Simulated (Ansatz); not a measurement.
# C2H7GaN radical: how energies converge with the basis set

An exercise on one series of results from a longer session: the logs are not shown, and one member is left open.

Program: Ansatz 0.2.0, Gaussian basis. Level of theory: one geometry, several basis sets. These are calculated values, not measurements.

The runs, in order: PBE0-D4/def2-SVP; ωB97M-V/def2-SVP; PBE0-D4/def2-QZVPP; ωB97M-V/def2-QZVPP; the functionals' def2-TZVPP values are taken from earlier runs.

### Structure used throughout

All runs share one geometry, relaxed beforehand with PBE0-D4 in a triple-zeta def2 set.

SMILES `[CH2][Ga]([CH3])[NH2]`, 11 atoms, charge 0, spin multiplicity 2.

Atoms are counted from 1 here; the program's logs count them from 0.

Bond lengths: C1–Ga2 1.934 Å, C1–H5 1.087 Å, C1–H6 1.087 Å, Ga2–C3 1.963 Å, Ga2–N4 1.823 Å, C3–H7 1.093 Å, C3–H8 1.092 Å, C3–H9 1.091 Å, N4–H10 1.006 Å, N4–H11 1.006 Å. Angles: Ga2–C1–H5 123.3°, Ga2–C1–H6 123.4°, H5–C1–H6 113.3°, C1–Ga2–C3 126.5°, C1–Ga2–N4 115.6°, C3–Ga2–N4 118.0°, Ga2–C3–H7 110.4°, Ga2–C3–H8 110.5°, Ga2–C3–H9 111.8°, H7–C3–H8 107.5°, H7–C3–H9 108.2°, H8–C3–H9 108.3°, Ga2–N4–H10 124.2°, Ga2–N4–H11 124.2°, H10–N4–H11 111.6°.

Set-up of the first run:

The input, in.yaml:

```yaml
crystal:
  periodic: [false, false, false]
  atoms:
    - {symbol: C, position_ang: [-1.093149, 1.720193, -0.220460]}
    - {symbol: Ga, position_ang: [-0.042583, 0.098921, -0.120640]}
    - {symbol: C, position_ang: [0.350812, -0.938189, 1.498541]}
    - {symbol: N, position_ang: [0.634724, -0.499041, -1.704521]}
    - {symbol: H, position_ang: [-1.280851, 2.254410, -1.148826]}
    - {symbol: H, position_ang: [-1.554973, 2.187833, 0.645314]}
    - {symbol: H, position_ang: [-0.064606, -1.945429, 1.416049]}
    - {symbol: H, position_ang: [1.429982, -1.039067, 1.635424]}
    - {symbol: H, position_ang: [-0.065671, -0.469344, 2.391042]}
    - {symbol: H, position_ang: [1.196789, -1.326966, -1.802812]}
    - {symbol: H, position_ang: [0.489515, -0.043311, -2.589132]}
basis:
  gaussian: {orbitals: def2-SVP}
magnetization: {spin_polarized: true, initial_magnetization: 1}
hamiltonian: {xc: pbe0, dispersion: d4}
output: {orbitals: {seedname: orbitals}}
```

Among the steps run: PBE0-D4 in def2-SVP; ωB97M-V in def2-SVP; PBE0-D4 in def2-QZVPP; ωB97M-V in def2-QZVPP.

One of the session's tables, all rows but one given; the rest of the session is left out.

It belongs to the step «Functionals by basis». 

```
functional       basis  HOMO (eV)  LUMO (eV)
   PBE0-D4    def2-SVP      -6.43      -2.04
   PBE0-D4  def2-TZVPP      -6.58      -2.24
   PBE0-D4  def2-QZVPP      -6.62      -2.30
   ωB97M-V    def2-SVP      -8.53      -0.16
   ωB97M-V  def2-TZVPP          ?          ?
   ωB97M-V  def2-QZVPP      -8.70      -0.60
```

Q: Estimate the row for ωB97M-V, def2-TZVPP from the others.

As computed: HOMO (eV): -8.67; LUMO (eV): -0.48. In the column «HOMO (eV)» it lies between ωB97M-V, def2-QZVPP (-8.70) and ωB97M-V, def2-SVP (-8.53).
